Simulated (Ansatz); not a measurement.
# YB3N4: the cost of one run

The runs shown are made with Ansatz 0.2.0. PAW datasets, plane waves. No spin polarisation and no zero-point or thermal motion; the cell was built from a prototype and may be hypothetical.

## (1) The cell

The cell was relaxed beforehand with r2SCAN.

The symmetry is P3m1 (No. 156, trigonal); conventional cell a = 2.779 Å, c = 9.770 Å, 8.17 Å³ an atom. Around B lie 4 N at 1.58–1.68 Å; around B lie 4 N at 1.50–1.69 Å; around B lie 4 N at 1.57–1.69 Å; around Y lie 4 N at 2.06–2.30 Å; around N lie 4 B at 1.58–1.69 Å.

Structure file:

```cif
data_structure
_symmetry_space_group_name_H-M 'P3m1'
_symmetry_Int_Tables_number 156
_cell_length_a 2.7788
_cell_length_b 2.7788
_cell_length_c 9.7697
_cell_angle_alpha 90.000
_cell_angle_beta 90.000
_cell_angle_gamma 120.000
_cell_volume 65.33
loop_
_atom_site_label
_atom_site_type_symbol
_atom_site_symmetry_multiplicity
_atom_site_Wyckoff_symbol
_atom_site_fract_x
_atom_site_fract_y
_atom_site_fract_z
_atom_site_occupancy
B1 B 1 b 0.33333 0.66667 0.04110 1
B2 B 1 b 0.33333 0.66667 0.46874 1
B3 B 1 c 0.66667 0.33333 0.25536 1
Y1 Y 1 c 0.66667 0.33333 0.75420 1
N1 N 1 b 0.33333 0.66667 0.20255 1
N2 N 1 b 0.33333 0.66667 0.62275 1
N3 N 1 c 0.66667 0.33333 0.41565 1
N4 N 1 c 0.66667 0.33333 0.98966 1
```

## (2) PBE band path

File input.yaml:

```yaml
crystal:
  lattice:
    - [2.7787805376, 0.0, 0.0]
    - [-1.3893902688, 2.4064945371, 0.0]
    - [0.0, 0.0, 9.769668445]
  atoms:
    - { symbol: B, position: [0.3333333333, 0.6666666667, 0.0411040624] }
    - { symbol: B, position: [0.3333333333, 0.6666666667, 0.4687435509] }
    - { symbol: B, position: [0.6666666667, 0.3333333333, 0.255358546] }
    - { symbol: "Y", position: [0.6666666667, 0.3333333333, 0.7541964111] }
    - { symbol: "N", position: [0.3333333333, 0.6666666667, 0.2025456667] }
    - { symbol: "N", position: [0.3333333333, 0.6666666667, 0.6227463366] }
    - { symbol: "N", position: [0.6666666667, 0.3333333333, 0.4156455335] }
    - { symbol: "N", position: [0.6666666667, 0.3333333333, 0.9896598929] }
kpoints:
  mp_grid: { grid: [12, 12, 4] }
  band_path:
    path:
      - [[0.0, 0.0, 0.0], [0.5, -1.113185409934e-17, -1.054886529654e-18], [0.3333333333333, 0.3333333333333, -1.40651537288e-18], [0.0, 0.0, 0.0], [1.304250839764e-36, -9.218589684785e-36, 0.5], [0.5, -1.11531860835e-17, 0.5], [0.3333333333333, 0.3333333333333, 0.5], [1.304250839764e-36, -9.218589684785e-36, 0.5]]
      - [[0.5, -1.11531860835e-17, 0.5], [0.5, -1.113185409934e-17, -1.054886529654e-18]]
      - [[0.3333333333333, 0.3333333333333, 0.5], [0.3333333333333, 0.3333333333333, -1.40651537288e-18]]
    npoints: 10
hamiltonian:
  xc: pbe
scf:
  occupations: { method: fermi_dirac, width: 0.02 }
  n_extra_bands: 6
output:
  forces: true
  stress: true
  eigenvalues: true
```

Started as:

```sh
ansatz run input.yaml --threads 4 --pin off --max-ram 6451MiB --backend cpu --events-out ev --progress --plain --runs-dir out
```

What time and memory should one allow on 4 threads of Intel Xeon Platinum 8488C (Sapphire Rapids), shared host?

About 4.5 s, with a peak of 0.44 GiB.
